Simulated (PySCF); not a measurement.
**From one method to the next for MoH4 (triplet)**

What do other methods print for MoH4 (triplet) when all else stays?

The runs use PySCF 2.14.0; method and basis as typed in the scripts.

## (1) Where the work starts

MoH4 (triplet): 5 atoms, charge 0, spin multiplicity 3.

Bond lengths: Mo1–H2 1.686 Å, Mo1–H3 1.686 Å, Mo1–H4 1.686 Å, Mo1–H5 1.686 Å. Angles: H2–Mo1–H3 109.5°, H2–Mo1–H4 109.5°, H2–Mo1–H5 109.5°, H3–Mo1–H4 109.5°, H3–Mo1–H5 109.5°, H4–Mo1–H5 109.5°.

Coordinates:

```xyz
5
charge 0, multiplicity 3
Mo    0.00000    0.00000    0.00000
H     1.37650    0.00000    0.97330
H    -1.37650    0.00000    0.97330
H     0.00000    1.37650   -0.97330
H     0.00000   -1.37650   -0.97340
```

## (2) Base script

input.py

```python
from pyscf import gto, scf, mp

mol = gto.M(
    atom='Mo 0 0 0; H 1.3765 0 0.9733; H -1.3765 0 0.9733; H 0 1.3765 -0.9733; H 0 -1.3765 -0.9734',
    basis='def2-svp',
    ecp={'Mo': 'def2-svp'},
    charge=0,
    spin=2,
    symmetry=True,
    verbose=3,
)
mf = scf.UHF(mol)
mf.level_shift = 0.3
mf = mf.newton()
mf.kernel()
mp.MP2(mf).kernel()
mf.dip_moment()
print('orbital energies (hartree):', [e[max(0, n-3):n+3].round(4) for e, n in zip(mf.mo_energy, mol.nelec)])
```

Started as:

```console
> OMP_NUM_THREADS=1 python input.py
```

## (3) Mn15 (UKS)

Variant 1 changes functional: none (Hartree–Fock) → mn15; SCF type: UHF → UKS; step after the SCF: mp2 → analyze.

Edit input.py of step 2 so:

```diff
@@ -1,2 +1,2 @@
-from pyscf import gto, scf, mp
+from pyscf import gto, dft
 
@@ -11,3 +11,3 @@
 )
-mf = scf.UHF(mol)
+mf = dft.UKS(mol, xc='mn15')
 mf.level_shift = 0.3
@@ -15,3 +15,3 @@
 mf.kernel()
-mp.MP2(mf).kernel()
+mf.mulliken_pop()
 mf.dip_moment()
```

## (4) O3lyp (UKS)

Variant 2 changes functional: none (Hartree–Fock) → o3lyp; SCF type: UHF → UKS; step after the SCF: mp2 → analyze.

Edit input.py of step 2 so:

```diff
@@ -1,2 +1,2 @@
-from pyscf import gto, scf, mp
+from pyscf import gto, dft
 
@@ -11,3 +11,3 @@
 )
-mf = scf.UHF(mol)
+mf = dft.UKS(mol, xc='o3lyp')
 mf.level_shift = 0.3
@@ -15,3 +15,3 @@
 mf.kernel()
-mp.MP2(mf).kernel()
+mf.mulliken_pop()
 mf.dip_moment()
```

## (5) Bp86 (UKS)

Variant 3 changes functional: none (Hartree–Fock) → bp86; SCF type: UHF → UKS; step after the SCF: mp2 → analyze.

Edit input.py of step 2 so:

```diff
@@ -1,2 +1,2 @@
-from pyscf import gto, scf, mp
+from pyscf import gto, dft
 
@@ -11,3 +11,3 @@
 )
-mf = scf.UHF(mol)
+mf = dft.UKS(mol, xc='bp86')
 mf.level_shift = 0.3
@@ -15,3 +15,3 @@
 mf.kernel()
-mp.MP2(mf).kernel()
+mf.mulliken_pop()
 mf.dip_moment()
```

Before running it: what results should come out? Wanted: for each run, E(SCF); from base; dipole; after the SCF.

**Answer**, as computed:

```tsv
run	E(SCF) (hartree)	from base (eV)	dipole (D)	after the SCF
base	-69.736046	0	0.00	MP2 correlation -8.845 eV
mn15 (UKS)	-70.315839	not comparable	0.00	n/a
o3lyp (UKS)	-70.554677	not comparable	0.00	n/a
bp86 (UKS)	-70.573148	not comparable	0.00	n/a
```

What this shows: Total energies of different functionals can't be compared with each other; differences within one functional can. The dearest run is “mn15 (UKS)”, at 14 s against 1.4 s.
